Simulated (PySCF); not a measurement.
# VO₂Br: relaxation and vibrations of the singlet

Where does singlet VO₂Br go from a T-shaped (ligand arrangement 2) start, is the end point a minimum, and what are its modes, charges and moments?

Program: PySCF 2.14.0. Level of theory: PBE0, basis V def2-SVP, O def2-SVP, Br def2-SVP, no relativity, density fitting. These are calculated values, not measurements.

### Step 1. The system as given

4 atoms, charge 0, spin multiplicity 1.

Bond lengths: V1–O2 1.690 Å, V1–O3 1.690 Å, V1–Br4 2.480 Å. Angles: O2–V1–O3 88.0°, O2–V1–Br4 88.0°, O3–V1–Br4 176.0°.

```xyz
4
charge 0 multiplicity 1
V     0.0000    0.0000    0.0000
O     0.0000    0.0000    1.6900
O    -1.6890    0.0000    0.0590
Br    2.4785    0.0000    0.0866
```

### Step 2. First SCF at the start

The steps below are one call of a driver around PySCF. For each, scf.py gives the equivalent set-up of the SCF; relaxations use the driver's own optimiser. After this first run the driver tries any further starts and a stability analysis.

Input file scf.py:

```python
from pyscf import gto, scf, dft
mol = gto.M(atom='''
V      0.000000     0.000000     0.000000
O      0.000000     0.000000     1.690000
O     -1.689000     0.000000     0.059000
Br     2.478500     0.000000     0.086600''',
    basis={'V': 'def2-SVP', 'O': 'def2-SVP', 'Br': 'def2-SVP'},
    charge=0, spin=0)
mf = dft.RKS(mol, xc='PBE0')
mf.grids.atom_grid = (50, 194)
aux = {'V': 'def2-universal-JKFIT', 'O': 'def2-universal-JKFIT', 'Br': 'def2-universal-JKFIT'}
mf = mf.density_fit(auxbasis=aux)
mf.conv_tol = 1e-08
mf.diis_space = 10
mf.max_cycle = 60
mf.init_guess = 'minao'
mf.verbose = 4
mf.kernel()
```

The run is started by

```
> OMP_NUM_THREADS=2 python axn.py task.json out
```

The log of the run, cut to the lines that bear on the results:

```text
[... the frontier levels of the middle cycles are left out ...]
init E= -3666.09165372919
  HOMO = -0.356385941949512  LUMO = -0.259056406958326  gap/eV = 2.64847
cycle= 1 E= -3666.54200669895  delta_E= -0.45  |g|= 1.89  |ddm|= 2.66
  HOMO = -0.233852356261017  LUMO = -0.17998092547477  gap/eV = 1.46592
cycle= 2 E= -3643.33003942901  delta_E= 23.2  |g|= 7.96  |ddm|= 6.63
  HOMO = -0.224442827559727  LUMO = -0.188602899217463  gap/eV = 0.97525
cycle= 3 E= -3667.04200777213  delta_E= -23.7  |g|= 1.47  |ddm|= 5.96
cycle= 4 E= -3666.44764377404  delta_E= 0.594  |g|= 2.53  |ddm|= 0.557
cycle= 5 E= -3666.82372736504  delta_E= -0.376  |g|= 1.91  |ddm|= 0.338
cycle= 6 E= -3667.16380038687  delta_E= -0.34  |g|= 1.15  |ddm|= 0.531
cycle= 7 E= -3667.36189302938  delta_E= -0.198  |g|= 0.249  |ddm|= 0.407
cycle= 8 E= -3667.37032458092  delta_E= -0.00843  |g|=  0.1  |ddm|= 0.127
cycle= 9 E= -3667.37238227731  delta_E= -0.00206  |g|= 0.00813  |ddm|= 0.0776
cycle= 10 E= -3667.37239433306  delta_E= -1.21e-05  |g|= 0.00127  |ddm|= 0.00626
cycle= 11 E= -3667.37239566014  delta_E= -1.33e-06  |g|= 0.000421  |ddm|= 0.00359
cycle= 12 E= -3667.37239596918  delta_E= -3.09e-07  |g|= 0.000266  |ddm|= 0.002
cycle= 13 E= -3667.37239606386  delta_E= -9.47e-08  |g|= 9.51e-05  |ddm|= 0.00148
cycle= 14 E= -3667.3723960714  delta_E= -7.54e-09  |g|= 3.45e-05  |ddm|= 0.000346
  HOMO = -0.282918714041054  LUMO = -0.178581497573824  gap/eV = 2.83916
Extra cycle  E= -3667.37239606589  delta_E= 5.51e-09  |g|= 0.000197  |ddm|= 0.000154
converged SCF energy = -3667.37239606589
```

This step, with its further starts and checks, took 12 s on 2 threads of Arm Neoverse V2, shared host.

The starts that the driver tried:

```csv
start,energy (Eh)
the minimal-basis guess,-3667.372396
a thermally smeared density,-3667.372396
a smeared PBE density,-3667.372396
```

No lower closed-shell solution turned up from the other starts or in the test of internal stability.

### Step 3. T-shaped (ligand arrangement 2) start, singlet: relaxation

The program finds Cs symmetry in the start, which this walk keeps.

Edit scf.py of step 2 so:

```diff
@@ -3,4 +3,4 @@
-V      0.000000     0.000000     0.000000
-O      0.000000     0.000000     1.690000
-O     -1.689000     0.000000     0.059000
-Br     2.478500     0.000000     0.086600''',
+V     -1.041591     0.000000    -0.215069
+O     -1.041591     0.000000     1.474931
+O     -2.730591     0.000000    -0.156069
+Br     1.436909     0.000000    -0.128469''',
@@ -16 +15,0 @@
-mf.init_guess = 'minao'
```

Steps of the walk:

```csv
step,energy (Eh),change (kJ/mol),largest symmetric gradient (Eh/bohr)
0,-3667.372396,0.00,0.18851
1,-3667.435327,-165.22,0.05514
2,-3667.451827,-208.54,0.04789
3,-3667.464751,-242.48,0.02398
4,-3667.472465,-262.73,0.01935
5,-3667.473535,-265.54,0.02323
6,-3667.474561,-268.23,0.00595
7,-3667.474626,-268.40,0.00151
8,-3667.474641,-268.44,0.00031
9,-3667.474641,-268.44,0.00014
```

The walk took 22 s.

Geometry (Å) and forces (eV/Å) at some steps:

```
step 0
V   -1.042   0.000  -0.215  -5.507   0.000   9.693
O   -1.042   0.000   1.475   1.129   0.000  -5.628
O   -2.731   0.000  -0.156   4.907   0.000  -2.939
Br   1.437   0.000  -0.128  -0.530   0.000  -1.126
step 1
V   -1.088   0.000  -0.062  -1.108   0.000   2.837
O   -1.014   0.000   1.480  -0.006   0.000  -0.433
O   -2.670   0.000  -0.262   1.706   0.000  -1.396
Br   1.395   0.000  -0.182  -0.592   0.000  -1.007
step 5
V   -0.980   0.000   0.292  -1.168   0.000  -0.118
O   -1.271   0.000   1.832  -0.006   0.000  -0.777
O   -2.309   0.000  -0.570   1.194   0.000   0.915
Br   1.184   0.000  -0.580  -0.019   0.000  -0.020
step 9
V   -0.975   0.000   0.299   0.007   0.000  -0.003
O   -1.304   0.000   1.819  -0.003   0.000   0.001
O   -2.283   0.000  -0.543  -0.003   0.000   0.000
Br   1.185   0.000  -0.600  -0.001   0.000   0.002
```

It settles in C2v symmetry, 268.4 kJ/mol below the start, after 9 steps: V–Br 2.340 Å, V–O 1.556 Å (×2); Br–V–O 124.7° (×2), O–V–O 110.6°.

### Step 4. Vibrations and properties at this point

On the finer grid the gradient is checked again; gradients at displacements of ±0.02 bohr then give force constants and infrared intensities.

Edit scf.py of step 3 so:

```diff
@@ -3,4 +3,4 @@
-V     -1.041591     0.000000    -0.215069
-O     -1.041591     0.000000     1.474931
-O     -2.730591     0.000000    -0.156069
-Br     1.436909     0.000000    -0.128469''',
+V     -0.891731     0.000000     0.371226
+O     -1.218091    -0.000000     1.892012
+O     -2.200855     0.000000    -0.468712
+Br     1.268545    -0.000000    -0.528093''',
@@ -10 +10 @@
-mf.grids.atom_grid = (50, 194)
+mf.grids.atom_grid = (75, 302)
@@ -13 +13 @@
-mf.conv_tol = 1e-08
+mf.conv_tol = 1e-10
```

This SCF starts from the last density.

SCF at the final geometry:

```text
init E= -3667.47465168956
  HOMO = -0.322860257759908  LUMO = -0.160272940140478  gap/eV = 4.42423
cycle= 1 E= -3667.47465168957  delta_E= -4.09e-12  |g|= 5.94e-06  |ddm|= 4.88e-06
  HOMO = -0.322859931831113  LUMO = -0.160272712642218  gap/eV = 4.42422
Extra cycle  E= -3667.47465168947  delta_E= 1.02e-10  |g|= 2.26e-05  |ddm|= 1.57e-05
converged SCF energy = -3667.47465168947
```

The whole step took 38 s.

Geometry: C2v; V–Br 2.340 Å, V–O 1.555 Å (×2); Br–V–O 124.7° (×2), O–V–O 110.6°.

Harmonic modes (main isotopes):

```
symmetry  ω (cm⁻¹)  IR (km/mol)
      b1       94i         86.1
      b2       141          4.5
      a1       265         15.6
      a1       469         12.1
      b2      1144          231
      a1      1150          158
```

1 mode is imaginary, the largest at 94i cm⁻¹: a saddle point, not a minimum.

Constants and moments:

| Property | Result |
| --- | --- |
| Dipole moment | 0.40 D |
| Highest occupied level | -8.79 eV |
| Lowest empty level | -4.36 eV |
| Rotational constants | 0.3224, 0.05505, 0.04702 cm⁻¹ |
| Zero-point energy (real modes) | 19.0 kJ/mol |
| Principal polarisabilities | 25.4, 41.6, 66.6 bohr³ |
| Atomisation energy without zero-point energy | 1500 kJ/mol |
| Principal traceless quadrupole moments about the centre of mass | -6.12, -3.31, 9.43 D Å |

Populations by atom (charges in e):

```csv
atom,Mulliken,Löwdin,polar tensor,Mayer order to V1
V1,0.99,0.32,1.93,–
"O2,3",-0.37,-0.11,-0.70,2.15
Br4,-0.26,-0.09,-0.54,1.14
```

Mulliken populations on V1: s 6.15, p 12.52, d 3.29, f 0.04.

### Step 5. Following the imaginary mode

The start is the last point, displaced along its most imaginary mode.

The program finds Cs symmetry in the start, which this walk keeps. Threshold on the gradient: 0.0003 Eh/bohr, with a further test on the energy change.

Edit scf.py of step 4 so:

```diff
@@ -3,4 +3,4 @@
-V     -0.891731     0.000000     0.371226
-O     -1.218091    -0.000000     1.892012
-O     -2.200855     0.000000    -0.468712
-Br     1.268545    -0.000000    -0.528093''',
+V     -0.891715    -0.216410     0.371219
+O     -1.218075     0.250000     1.892005
+O     -2.200839     0.250000    -0.468719
+Br     1.268561     0.038360    -0.528099''',
@@ -10 +10 @@
-mf.grids.atom_grid = (75, 302)
+mf.grids.atom_grid = (50, 194)
@@ -13 +13 @@
-mf.conv_tol = 1e-10
+mf.conv_tol = 1e-08
```

The optimiser's trace:

```csv
step,energy (Eh),change (kJ/mol),largest symmetric gradient (Eh/bohr)
0,-3667.464425,0.00,0.07993
1,-3667.475846,-29.99,0.01418
2,-3667.476090,-30.63,0.00186
3,-3667.476155,-30.80,0.00174
4,-3667.476218,-30.96,0.00259
5,-3667.476227,-30.99,0.00062
6,-3667.476228,-30.99,0.00011
```

The walk took 15 s.

Positions (Å) and forces (eV/Å) along the way:

```
step 0
V   -0.892  -0.216   0.371  -4.105   2.477   1.726
O   -1.218   0.250   1.892   1.283  -1.229  -3.266
O   -2.201   0.250  -0.469   3.211  -1.234   1.384
Br   1.269   0.038  -0.528  -0.390  -0.014   0.156
step 1
V   -0.929  -0.154   0.387   0.728  -0.354  -0.308
O   -1.186   0.223   1.865  -0.126   0.173   0.475
O   -2.159   0.223  -0.472  -0.432   0.169  -0.233
Br   1.232   0.030  -0.513  -0.170   0.012   0.066
step 3
V   -0.925  -0.180   0.385  -0.089  -0.002   0.038
O   -1.182   0.233   1.863   0.059  -0.005  -0.047
O   -2.155   0.233  -0.474   0.069  -0.010  -0.002
Br   1.220   0.037  -0.508  -0.038   0.017   0.011
step 6
V   -0.935  -0.213   0.389  -0.006  -0.001   0.002
O   -1.167   0.244   1.858   0.004   0.003   0.002
O   -2.141   0.244  -0.481  -0.002   0.001   0.004
Br   1.201   0.048  -0.500   0.004  -0.003  -0.007
```

It settles in Cs symmetry, 31.0 kJ/mol below the start, after 6 steps: V–Br 2.328 Å, V–O 1.555 Å (×2); Br–V–O 117.7° (×2), O–V–O 109.0°.

### Step 6. Vibrations and properties at this point

The same treatment as at the point before.

Edit scf.py of step 5 so:

```diff
@@ -3,4 +3,4 @@
-V     -0.891715    -0.216410     0.371219
-O     -1.218075     0.250000     1.892005
-O     -2.200839     0.250000    -0.468719
-Br     1.268561     0.038360    -0.528099''',
+V     -0.898668    -0.214715     0.374113
+O     -1.132296     0.238173     1.843448
+O     -2.105944     0.238173    -0.495376
+Br     1.237687     0.042591    -0.515246''',
@@ -10 +10 @@
-mf.grids.atom_grid = (50, 194)
+mf.grids.atom_grid = (75, 302)
@@ -13 +13 @@
-mf.conv_tol = 1e-08
+mf.conv_tol = 1e-10
```

SCF at the final geometry:

```text
init E= -3667.47619419376
  HOMO = -0.316814657882763  LUMO = -0.153427145290774  gap/eV = 4.44600
cycle= 1 E= -3667.47619419377  delta_E= -8.19e-12  |g|= 6.63e-06  |ddm|= 4.45e-06
  HOMO = -0.316814726395155  LUMO = -0.153425416468762  gap/eV = 4.44605
Extra cycle  E= -3667.47619419356  delta_E= 2.11e-10  |g|= 3.45e-05  |ddm|= 1.92e-05
converged SCF energy = -3667.47619419356
```

The whole step took 50 s on 2 threads of Arm Neoverse V2, shared host.

Geometry: Cs; V–Br 2.328 Å, V–O 1.555 Å (×2); Br–V–O 117.8° (×2), O–V–O 109.1°.

Modes, for the most abundant isotopes:

```
symmetry  ω (cm⁻¹)  IR (km/mol)     type
      a'       112         48.7     bend
     a''       162          1.8     bend
      a'       294         39.3    mixed
      a'       464         14.4     bend
     a''      1140          229  stretch
      a'      1152          147  stretch
```

All wavenumbers are real: a minimum.

Constants and moments:

| Property | Result |
| --- | --- |
| Dipole moment | 2.83 D |
| Highest occupied level | -8.62 eV |
| Lowest empty level | -4.17 eV |
| Rotational constants | 0.3031, 0.05757, 0.0496 cm⁻¹ |
| Zero-point energy | 19.9 kJ/mol |
| Principal polarisabilities | 25.2, 41.4, 64.4 bohr³ |
| Atomisation energy without zero-point energy | 1504 kJ/mol |
| Principal traceless quadrupole moments about the centre of mass | -6.93, -4.25, 11.18 D Å |
| Entropy at 298.15 K and 1 bar | 319.1 J/(mol K) |
| Heat capacity Cp at 298.15 K | 63.9 J/(mol K) |
| Enthalpy at 298.15 K above 0 K | 15.32 kJ/mol |
| Rotational symmetry number | 1 |

Charges (e) and bond orders:

```csv
atom,Mulliken,Löwdin,polar tensor,Mayer order to V1
V1,0.97,0.30,1.86,–
"O2,3",-0.36,-0.11,-0.68,2.15
Br4,-0.25,-0.07,-0.51,1.14
```

Outer orbital energies (eV). occupied: -12.08, -11.56, -11.19, -10.88, -9.96, -9.42, -8.99, -8.62; empty: -4.17, -3.62, -2.48, -1.32.

Mulliken populations on V1: s 6.16, p 12.51, d 3.33, f 0.04.

### Step 7. Stability of the closed shell

At the lowest minimum the closed shell is tested against spin polarisation, on the (50, 194) grid. It is stable.

### Step 8. The points found, side by side

| spin | group | bonds | imaginary modes (cm⁻¹) | ΔE (kJ/mol) | with zero-point energy |
| --- | --- | --- | --- | --- | --- |
| singlet | Cs | V–Br 2.328 Å, V–O 1.555 Å (×2) | none | 0.0 | 0.0 |
| singlet | C2v | V–Br 2.340 Å, V–O 1.555 Å (×2) | 94i | 4.0 | – |

### Step 9. What came out

| quantity | value |
| --- | --- |
| minimum | singlet, Cs |
| geometry | V–Br 2.328 Å, V–O 1.555 Å (×2); Br–V–O 117.8° (×2), O–V–O 109.1° |
| wavenumbers (cm⁻¹) | 112 (a'), 162 (a''), 294 (a'), 464 (a'), 1140 (a''), 1152 (a') |
| dipole moment | 2.83 D |
| highest occupied, lowest empty level | -8.62, -4.17 eV |
| polar-tensor charge of V1 | +1.86 e |
| zero-point energy | 19.9 kJ/mol |
| entropy at 298.15 K | 319.1 J/(mol K) |
| atomisation energy (no zero-point energy) | 1504 kJ/mol |

From Cs at the start the molecule goes to a Cs minimum, after a stop at a saddle point 4.0 kJ/mol higher, from which it was pushed off along an imaginary mode. The strongest infrared band lies at 1140 cm⁻¹ (a'', stretch). Only this shape and spin were tried, so other structures or states may lie lower.

The search up to here took 2.3 min.
